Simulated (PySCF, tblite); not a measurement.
**CH₇F₃NPSi₂: a rotation path, then NMR shifts on frames**

How do NMR shifts of CH₇F₃NPSi₂ (`N[SiH2][Si@@H](P)C(F)(F)F`) change as the atoms move?

Computed with tblite 0.8.0 and PySCF 2.14.0, with density-fitted response routines of our own, on a single molecule in the gas phase. Atoms count from 0, in the outputs and in this text.

## 1. The molecule as given

15 atoms, charge 0, multiplicity 1; geometry from: GFN2-xTB.

Bonds of the start (Å): N0–Si1 1.72, Si1–Si2 2.34, Si2–P3 2.24, Si2–C4 1.96, C4–F5 1.36, C4–F6 1.35, C4–F7 1.34, N0–H8 1.01, N0–H9 1.01, Si1–H10 1.46, Si1–H11 1.48, Si2–H12 1.47, P3–H13 1.39, P3–H14 1.39.

## 2. The rotation path with GFN2-xTB

The job: settings as JSON, then the geometry in Å.

```
{"job": {"kind": "neb", "xc": "GFN2-xTB", "basis": "xTB", "atoms": [3, 2, 4, 7], "turn": 120}, "charge": 0, "multiplicity": 1}
N      2.442511    -0.726821    -0.278707
Si     1.443070     0.659098    -0.433850
Si    -0.480366     0.152598     0.796390
P     -2.178588     1.591007     1.022436
C     -1.354759    -1.282060    -0.207046
F     -0.487164    -2.275745    -0.525777
F     -1.852596    -0.850558    -1.387987
F     -2.372363    -1.871864     0.439436
H      2.057118    -1.646298    -0.428075
H      3.398036    -0.698824    -0.596157
H      2.201062     1.755638     0.173825
H      1.091813     1.066661    -1.809363
H     -0.358197    -0.506694     2.107898
H     -2.182442     1.993493    -0.304503
H     -1.371549     2.648359     1.409570
```

Method: GFN2-xTB climbing-image nudged elastic band, gas phase.

Started as:

```
$ OMP_NUM_THREADS=1 python probes_run.py task.json out
```

This one command runs all jobs of the session in turn.

The program printed:

```text
image   E - E0 / eV
  0       0.0000
  1       0.0051
  2       0.0164
  3       0.0262
  4       0.0294
  5       0.0258
  6       0.0172
  7       0.0069
  8      -0.0003
```

Run time: 3 s. Hardware: 1 thread of Arm Neoverse V1, shared host; peak memory 0.18 GiB.

The final band, with the dihedral P3–Si2–C4–F7:

```tsv
image	dihedral (°)	energy (eV)	energy (kcal/mol)
0	-62	0.000	0.0
1	-46	0.005	0.1
2	-31	0.016	0.4
3	-15	0.026	0.6
4	0	0.029	0.7
5	16	0.026	0.6
6	31	0.017	0.4
7	46	0.007	0.2
8	60	0.000	0.0
```

## 3. NMR shieldings: image 0, PBE0/pcSseg-1

The job: settings as JSON, then the geometry in Å.

```
{"job": {"kind": "nmr", "xc": "PBE0", "basis": "pcSseg-1", "pop": false}, "charge": 0, "multiplicity": 1}
N      2.442500    -0.726800    -0.278700
Si     1.443100     0.659100    -0.433800
Si    -0.480400     0.152600     0.796400
P     -2.178600     1.591000     1.022400
C     -1.354800    -1.282100    -0.207000
F     -0.487200    -2.275700    -0.525800
F     -1.852600    -0.850600    -1.388000
F     -2.372400    -1.871900     0.439400
H      2.057100    -1.646300    -0.428100
H      3.398000    -0.698800    -0.596200
H      2.201100     1.755600     0.173800
H      1.091800     1.066700    -1.809400
H     -0.358200    -0.506700     2.107900
H     -2.182400     1.993500    -0.304500
H     -1.371500     2.648400     1.409600
```

With the program's defaults for keys left out, this is: GIAO PBE0/pcSseg-1 NMR shielding, non-relativistic, gas phase.

The program printed:

```text
coarse grid: 14624 points
cycle   1  E = -1315.9276741491  dE =  8.109e-01  |g| = 9.082e-01  |ddm| = 3.455e+00
cycle   2  E = -1315.7615782473  dE =  1.661e-01  |g| = 1.372e+00  |ddm| = 1.331e+00
cycle   3  E = -1316.0721455085  dE = -3.106e-01  |g| = 4.242e-02  |ddm| = 8.455e-01
cycle   4  E = -1316.0724852223  dE = -3.397e-04  |g| = 1.902e-02  |ddm| = 7.120e-02
cycle   5  E = -1316.0725718056  dE = -8.658e-05  |g| = 6.925e-03  |ddm| = 2.970e-02
cycle   6  E = -1316.0725814515  dE = -9.646e-06  |g| = 1.890e-03  |ddm| = 7.372e-03
final grid: 130400 points
cycle   7  E = -1316.1336132037  dE = -3.268e-05  |g| = 9.796e-03  |ddm| = 2.355e-02
cycle   8  E = -1316.1335936775  dE =  1.953e-05  |g| = 1.417e-02  |ddm| = 1.840e-02
cycle   9  E = -1316.1336321276  dE = -3.845e-05  |g| = 4.609e-04  |ddm| = 1.070e-02
cycle  10  E = -1316.1336321681  dE = -4.051e-08  |g| = 1.765e-04  |ddm| = 7.652e-04
cycle  11  E = -1316.1336321750  dE = -6.934e-09  |g| = 4.406e-05  |ddm| = 2.503e-04
cycle  12  E = -1316.1336321754  dE = -3.556e-10  |g| = 1.626e-05  |ddm| = 5.619e-05
converged SCF energy = -1316.1336321754

GIAO shielding tensors (ppm)
atom      isotropic    diamagn.    paramagn.     s11        s22        s33       span
  0 N      268.116     317.499     -49.382    232.762    259.374    312.212     79.450
  1 Si     401.474     879.692    -478.219    355.937    376.044    472.441    116.504
  2 Si     394.890     881.190    -486.300    366.843    402.165    415.662     48.819
  3 P      632.609     966.969    -334.361    561.446    613.284    723.096    161.651
  4 C       43.533     250.880    -207.347     34.946     40.563     55.091     20.145
  5 F      236.968     476.900    -239.931    136.721    242.044    332.140    195.419
  6 F      238.067     476.244    -238.177    139.616    253.640    320.945    181.328
  7 F      233.625     472.249    -238.625    141.618    240.957    318.300    176.682
  8 H       31.369      32.425      -1.056     22.201     29.830     42.077     19.876
  9 H       31.598      28.720       2.878     23.111     26.939     44.745     21.633
 10 H       26.795      29.317      -2.522     23.334     25.666     31.383      8.049
 11 H       26.398      29.704      -3.307     22.958     25.085     31.151      8.193
 12 H       27.110      29.304      -2.194     24.429     24.940     31.963      7.534
 13 H       30.446      30.670      -0.225     24.958     28.271     38.109     13.152
 14 H       30.787      30.196       0.591     25.315     27.512     39.534     14.219
```

Wall time 25 s (1 thread of Arm Neoverse V1, shared host); peak memory 0.85 GiB.

Shifts follow as δ = σ(reference) − σ, with reference shieldings (ppm) from runs at the same level and on the same kind of geometry: ¹H TMS 31.72, ¹³C TMS 186.9, ²⁹Si TMS 349.2, ¹⁹F CFCl3 170.9, ¹⁵N NH3 267.7, ³¹P H3PO4 318.4. The references are single molecules in the gas phase, so shifts against H2O, NH3, PH3, H3PO4 or CFCl3 are not on the usual liquid scales and can be off by tens of ppm. Each atom is listed at this fixed geometry, with no averaging over motion; a spectrum would average atoms that exchange fast.

```tsv
atoms	environment	σ (ppm)	δ (ppm)
C4	CF3 carbon	43.5	143.4
H11	hydrogen on a silicon bonded to N, Si	26.40	5.32
H10	hydrogen on a silicon bonded to N, Si	26.79	4.92
H12	hydrogen on a silicon bonded to C, P, Si	27.11	4.61
H13	hydrogen on a phosphorus bonded to Si	30.45	1.27
H14	hydrogen on a phosphorus bonded to Si	30.79	0.93
H8	hydrogen on a nitrogen bonded to Si	31.37	0.35
H9	hydrogen on a nitrogen bonded to Si	31.60	0.12
N0	nitrogen bonded to Si, 2 H	268.1	-0.4
Si2	silicon bonded to C, P, Si, H	394.9	-45.7
Si1	silicon bonded to N, Si, 2 H	401.5	-52.3
P3	phosphorus bonded to Si, 2 H	632.6	-314.2
F7	fluorine of a CF3 group	233.6	-62.7
F5	fluorine of a CF3 group	237.0	-66.0
F6	fluorine of a CF3 group	238.1	-67.1
```

## 4. Shielding tensors: image 2, PBE0/pcSseg-1

The job: settings as JSON, then the geometry in Å.

```
{"job": {"kind": "nmr", "xc": "PBE0", "basis": "pcSseg-1", "pop": false}, "charge": 0, "multiplicity": 1}
N      2.450600    -0.682100    -0.370000
Si     1.423600     0.688500    -0.463700
Si    -0.458100     0.131800     0.804300
P     -2.181400     1.529300     1.083500
C     -1.347900    -1.299100    -0.190900
F     -0.763700    -2.499800     0.020400
F     -1.289700    -1.103300    -1.531400
F     -2.649900    -1.452500     0.103700
H      2.086300    -1.612900    -0.498500
H      3.390300    -0.629500    -0.727600
H      2.179500     1.777200     0.160500
H      1.025600     1.124100    -1.816100
H     -0.289600    -0.540000     2.105200
H     -2.177700     1.991200    -0.224600
H     -1.402300     2.585000     1.523400
```

Level: GIAO PBE0/pcSseg-1 NMR shielding, non-relativistic, gas phase.

The program printed:

```text
coarse grid: 14624 points
cycle   1  E = -1315.9243117890  dE =  8.161e-01  |g| = 9.100e-01  |ddm| = 3.455e+00
cycle   2  E = -1315.7575136281  dE =  1.668e-01  |g| = 1.376e+00  |ddm| = 1.332e+00
cycle   3  E = -1316.0693919179  dE = -3.119e-01  |g| = 4.307e-02  |ddm| = 8.440e-01
cycle   4  E = -1316.0697332928  dE = -3.414e-04  |g| = 1.954e-02  |ddm| = 7.050e-02
cycle   5  E = -1316.0698215412  dE = -8.825e-05  |g| = 7.155e-03  |ddm| = 2.962e-02
cycle   6  E = -1316.0698317876  dE = -1.025e-05  |g| = 1.909e-03  |ddm| = 7.544e-03
cycle   7  E = -1316.0698325254  dE = -7.377e-07  |g| = 3.476e-04  |ddm| = 2.087e-03
final grid: 130400 points
cycle   8  E = -1316.1320356528  dE = -3.992e-05  |g| = 7.411e-03  |ddm| = 2.122e-02
cycle   9  E = -1316.1320250140  dE =  1.064e-05  |g| = 1.066e-02  |ddm| = 1.343e-02
cycle  10  E = -1316.1320462778  dE = -2.126e-05  |g| = 3.616e-04  |ddm| = 7.782e-03
cycle  11  E = -1316.1320462968  dE = -1.909e-08  |g| = 1.557e-04  |ddm| = 5.655e-04
cycle  12  E = -1316.1320463015  dE = -4.620e-09  |g| = 5.313e-05  |ddm| = 2.284e-04
cycle  13  E = -1316.1320463020  dE = -4.907e-10  |g| = 1.702e-05  |ddm| = 5.453e-05
converged SCF energy = -1316.1320463020

GIAO shielding tensors (ppm)
atom      isotropic    diamagn.    paramagn.     s11        s22        s33       span
  0 N      269.016     317.333     -48.317    233.449    261.082    312.518     79.068
  1 Si     401.284     879.561    -478.278    356.173    377.222    470.457    114.284
  2 Si     391.570     881.218    -489.647    358.745    403.679    412.287     53.542
  3 P      634.298     966.977    -332.679    567.366    613.617    721.911    154.545
  4 C       44.285     251.080    -206.795     36.908     41.137     54.810     17.902
  5 F      230.679     475.290    -244.611    129.326    236.610    326.102    196.776
  6 F      237.889     477.423    -239.534    138.318    249.274    326.074    187.756
  7 F      236.272     472.418    -236.146    142.998    248.578    317.239    174.241
  8 H       31.508      32.439      -0.931     22.677     29.810     42.036     19.359
  9 H       31.623      28.664       2.959     23.103     26.978     44.788     21.686
 10 H       26.794      29.266      -2.472     23.302     25.666     31.413      8.111
 11 H       26.417      29.643      -3.226     23.114     25.035     31.103      7.989
 12 H       27.059      29.271      -2.212     24.264     25.099     31.814      7.551
 13 H       30.544      30.656      -0.112     25.180     28.213     38.239     13.059
 14 H       30.882      30.227       0.656     25.405     27.478     39.765     14.360
```

Wall time 25 s (1 thread of Arm Neoverse V1, shared host); peak memory 0.88 GiB.

This run: δ C4 142.6, N0 -1.3, Si2 -42.4, Si1 -52.1, H11 5.30, H10 4.92 ppm.

[end of part 1 of 2]
